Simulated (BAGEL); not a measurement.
**C4H11As (tert-butylarsine) at HF/STO-3G (density fitting with cc-pvqz-jkfit)**

What is the vertical singlet–triplet gap of C4H11As (tert-butylarsine) at HF/STO-3G (density fitting with cc-pvqz-jkfit)? 

The results are computed with BAGEL 1.2.2.

3 further runs of the same task are left out: 2 that didn't finish, 1 set aside as unsound or not needed.

### Step 1. The structure to begin with

C4H11As has 16 atoms, charge 0, and is taken as a singlet. SMILES: `CC(C)(C)[AsH2]`. Geometry: relaxed at PBE0-D4/def2-TZVP. This is one conformer, not always the lowest.

Bond lengths: C1–C2 1.520 Å, C2–C3 1.523 Å, C2–C4 1.523 Å, C2–As5 2.001 Å, C1–H6 1.092 Å, C1–H7 1.097 Å, C1–H8 1.092 Å, C3–H9 1.093 Å, C3–H10 1.093 Å, C3–H11 1.096 Å, C4–H12 1.093 Å, C4–H13 1.093 Å, C4–H14 1.096 Å, As5–H15 1.525 Å, As5–H16 1.525 Å. Some angles: C1–C2–C3 110.3°, C1–C2–C4 110.3°, C1–C2–As5 112.0°, C3–C2–C4 110.1°, C3–C2–As5 107.0°, C4–C2–As5 107.0°, C2–C1–H6 111.6°, C2–C1–H7 110.0°, C2–C1–H8 111.6°, C2–C3–H9 111.8°.

### Step 2. A single-point energy at HF/STO-3G (density fitting with cc-pvqz-jkfit)

The input, calc.json:

```json
{ "bagel": [

{
  "title": "molecule",
  "basis": "sto-3g",
  "df_basis": "cc-pvqz-jkfit",
  "angstrom": true,
  "geometry": [
    { "atom": "C", "xyz": [      -0.717890,       0.539940,      -1.081360 ] },
    { "atom": "C", "xyz": [       0.054860,      -0.041520,       0.091200 ] },
    { "atom": "C", "xyz": [       1.484990,       0.483340,       0.094820 ] },
    { "atom": "C", "xyz": [       0.055130,      -1.563360,       0.022190 ] },
    { "atom": "As", "xyz": [      -0.758180,       0.464170,       1.848200 ] },
    { "atom": "H", "xyz": [      -0.738750,       1.631540,      -1.046800 ] },
    { "atom": "H", "xyz": [      -0.245750,       0.243470,      -2.026510 ] },
    { "atom": "H", "xyz": [      -1.750400,       0.183790,      -1.098030 ] },
    { "atom": "H", "xyz": [       2.061280,       0.083870,       0.933440 ] },
    { "atom": "H", "xyz": [       1.513620,       1.574770,       0.153010 ] },
    { "atom": "H", "xyz": [       1.993890,       0.187820,      -0.829660 ] },
    { "atom": "H", "xyz": [      -0.960890,      -1.967220,       0.027040 ] },
    { "atom": "H", "xyz": [       0.600330,      -2.007020,       0.859390 ] },
    { "atom": "H", "xyz": [       0.538760,      -1.895410,      -0.903450 ] },
    { "atom": "H", "xyz": [      -0.937310,       1.940600,       1.510000 ] },
    { "atom": "H", "xyz": [      -2.193680,       0.141230,       1.446500 ] }
  ]
},

{ "title": "hf" },

{ "title": "print", "file": "orbitals.molden", "orbitals": true }

]}
```

On the command line:

```console
$ BAGEL_NUM_THREADS=1 BAGEL calc.json > calc.out
```

The program printed:

```text
* using 1 threads per process

  ===============================================================
  ===============================================================

  *** Geometry ***

  { "atom" : "C", "xyz" : [     -1.356615,      1.020339,     -2.043474 ] },
  { "atom" : "C", "xyz" : [      0.103670,     -0.078461,      0.172343 ] },
  { "atom" : "C", "xyz" : [      2.806224,      0.913380,      0.179184 ] },
  { "atom" : "C", "xyz" : [      0.104181,     -2.954322,      0.041933 ] },
  { "atom" : "As", "xyz" : [     -1.432753,      0.877154,      3.492592 ] },
  { "atom" : "H", "xyz" : [     -1.396035,      3.083164,     -1.978165 ] },
  { "atom" : "H", "xyz" : [     -0.464400,      0.460092,     -3.829549 ] },
  { "atom" : "H", "xyz" : [     -3.307777,      0.347313,     -2.074976 ] },
  { "atom" : "H", "xyz" : [      3.895255,      0.158491,      1.763946 ] },
  { "atom" : "H", "xyz" : [      2.860327,      2.975884,      0.289147 ] },
  { "atom" : "H", "xyz" : [      3.767906,      0.354928,     -1.567830 ] },
  { "atom" : "H", "xyz" : [     -1.815819,     -3.717507,      0.051098 ] },
  { "atom" : "H", "xyz" : [      1.134459,     -3.792718,      1.624012 ] },
  { "atom" : "H", "xyz" : [      1.018109,     -3.581806,     -1.707273 ] },
  { "atom" : "H", "xyz" : [     -1.771259,      3.667203,      2.853486 ] },
  { "atom" : "H", "xyz" : [     -4.145454,      0.266886,      2.733489 ] },

  Number of auxiliary basis functions:     1203

  Since a DF basis is specified, we compute 2- and 3-index integrals:
    o Being stored without compression. Storage requirement is 0.023 GB

  Number of basis functions:       49
  Number of electrons      :       68

    * METHOD: MOLECULE                             2.12

  *** RHF ***

  === Nuclear Repulsion ===
   369.6572698434

      * DIIS with orbital gradients will be used.

  === RHF iteration (sto-3g) ===
      0      -2365.28710112          0.00551935           0.24
      1      -2365.31946341          0.00162791           0.21
      2      -2365.32182601          0.00047046           0.22
      3      -2365.32205122          0.00003643           0.23
      4      -2365.32205277          0.00000951           0.22
      5      -2365.32205291          0.00000221           0.22
      6      -2365.32205292          0.00000036           0.22
      7      -2365.32205292          0.00000006           0.21
      8      -2365.32205292          0.00000002           0.22
      9      -2365.32205292          0.00000000           0.22
    * SCF iteration converged.

    * Permanent dipole moment:
           (    0.084731,    -0.070204,     0.312903) a.u.

    * METHOD: HF                                   2.66

    * METHOD: PRINT                                0.01

  ===============================================================
```

It took 5.4 s on 1 thread of AMD EPYC 7R43 (Zen 3), shared host; peak memory 0.18 GiB.

### Step 3. The triplet

The input, input.json:

```json
{ "bagel" : [

{
  "title" : "molecule",
  "basis" : "sto-3g",
  "df_basis" : "cc-pvqz-jkfit",
  "angstrom" : true,
  "geometry" : [
    { "atom" : "C", "xyz" : [      -0.717890,       0.539940,      -1.081360 ] },
    { "atom" : "C", "xyz" : [       0.054860,      -0.041520,       0.091200 ] },
    { "atom" : "C", "xyz" : [       1.484990,       0.483340,       0.094820 ] },
    { "atom" : "C", "xyz" : [       0.055130,      -1.563360,       0.022190 ] },
    { "atom" : "As", "xyz" : [      -0.758180,       0.464170,       1.848200 ] },
    { "atom" : "H", "xyz" : [      -0.738750,       1.631540,      -1.046800 ] },
    { "atom" : "H", "xyz" : [      -0.245750,       0.243470,      -2.026510 ] },
    { "atom" : "H", "xyz" : [      -1.750400,       0.183790,      -1.098030 ] },
    { "atom" : "H", "xyz" : [       2.061280,       0.083870,       0.933440 ] },
    { "atom" : "H", "xyz" : [       1.513620,       1.574770,       0.153010 ] },
    { "atom" : "H", "xyz" : [       1.993890,       0.187820,      -0.829660 ] },
    { "atom" : "H", "xyz" : [      -0.960890,      -1.967220,       0.027040 ] },
    { "atom" : "H", "xyz" : [       0.600330,      -2.007020,       0.859390 ] },
    { "atom" : "H", "xyz" : [       0.538760,      -1.895410,      -0.903450 ] },
    { "atom" : "H", "xyz" : [      -0.937310,       1.940600,       1.510000 ] },
    { "atom" : "H", "xyz" : [      -2.193680,       0.141230,       1.446500 ] }
  ]
},

{
  "title" : "uhf",
  "nopen" : 2
},

{
  "title" : "print",
  "file" : "orbitals.molden",
  "orbitals" : true
}

]}
```

On the command line:

```console
$ BAGEL_NUM_THREADS=1 BAGEL input.json > input.out
```

The program printed:

```text
* using 1 threads per process

  ===============================================================
  ===============================================================

  *** Geometry ***

  { "atom" : "C", "xyz" : [     -1.356615,      1.020339,     -2.043474 ] },
  { "atom" : "C", "xyz" : [      0.103670,     -0.078461,      0.172343 ] },
  { "atom" : "C", "xyz" : [      2.806224,      0.913380,      0.179184 ] },
  { "atom" : "C", "xyz" : [      0.104181,     -2.954322,      0.041933 ] },
  { "atom" : "As", "xyz" : [     -1.432753,      0.877154,      3.492592 ] },
  { "atom" : "H", "xyz" : [     -1.396035,      3.083164,     -1.978165 ] },
  { "atom" : "H", "xyz" : [     -0.464400,      0.460092,     -3.829549 ] },
  { "atom" : "H", "xyz" : [     -3.307777,      0.347313,     -2.074976 ] },
  { "atom" : "H", "xyz" : [      3.895255,      0.158491,      1.763946 ] },
  { "atom" : "H", "xyz" : [      2.860327,      2.975884,      0.289147 ] },
  { "atom" : "H", "xyz" : [      3.767906,      0.354928,     -1.567830 ] },
  { "atom" : "H", "xyz" : [     -1.815819,     -3.717507,      0.051098 ] },
  { "atom" : "H", "xyz" : [      1.134459,     -3.792718,      1.624012 ] },
  { "atom" : "H", "xyz" : [      1.018109,     -3.581806,     -1.707273 ] },
  { "atom" : "H", "xyz" : [     -1.771259,      3.667203,      2.853486 ] },
  { "atom" : "H", "xyz" : [     -4.145454,      0.266886,      2.733489 ] },

  Number of auxiliary basis functions:     1203

  Since a DF basis is specified, we compute 2- and 3-index integrals:
    o Being stored without compression. Storage requirement is 0.023 GB

  Number of basis functions:       49
  Number of electrons      :       68

    * METHOD: MOLECULE                             2.20

  *** Open-shell HF ***

  === Nuclear Repulsion ===
   369.6572698434

      * DIIS with orbital gradients will be used.

  === UHF iteration (sto-3g) ===
      0      -2364.98387663          0.01042602           0.44
      1      -2365.03004628          0.00345874           0.41
      2      -2365.03673327          0.00123350           0.43
      3      -2365.03875138          0.00048693           0.44
      4      -2365.03928603          0.00022284           0.47
      5      -2365.03955864          0.00015294           0.48
      6      -2365.03967433          0.00011763           0.46
      7      -2365.03974008          0.00005841           0.42
      8      -2365.03974322          0.00002157           0.51
      9      -2365.03974957          0.00000772           0.45
     10      -2365.03975094          0.00000341           0.43
     11      -2365.03975109          0.00000164           0.44
     12      -2365.03975113          0.00000067           0.46
     13      -2365.03975114          0.00000028           0.46
     14      -2365.03975114          0.00000020           0.45
     15      -2365.03975114          0.00000016           0.50
     16      -2365.03975114          0.00000007           0.52
     17      -2365.03975114          0.00000001           0.50
     18      -2365.03975114          0.00000001           0.55
    * SCF iteration converged.

    * S^2 (UHF) is 2.0222

    * Permanent dipole moment:
           (    0.253600,    -0.156769,    -0.575374) a.u.

    * METHOD: UHF                                  9.27

    * METHOD: PRINT                                0.01

  ===============================================================
```

Wall time 12 s (1 thread of AMD EPYC 7R43 (Zen 3), shared host); peak memory 0.18 GiB.

### Step 4. Summary of results

Level: HF/STO-3G (density fitting with cc-pvqz-jkfit).

| quantity | value |
| --- | --- |
| singlet: total energy | -2365.32205 Eh |
| singlet: dipole moment | 0.84 D |
| singlet: HOMO energy | -7.28 eV |
| singlet: LUMO energy | 10.52 eV |
| singlet: HOMO–LUMO gap | 17.79 eV |
| triplet: total energy | -2365.03975 Eh |
| triplet: dipole moment | 1.65 D |
| triplet: ⟨S²⟩ | 2.022 |
| vertical energy of the triplet above the singlet | 7.682 eV |

**Reading.** At this shape the triplet lies 7.68 eV (741 kJ/mol) above the singlet. In a minimal basis such a difference can be off by several eV, whatever the method.
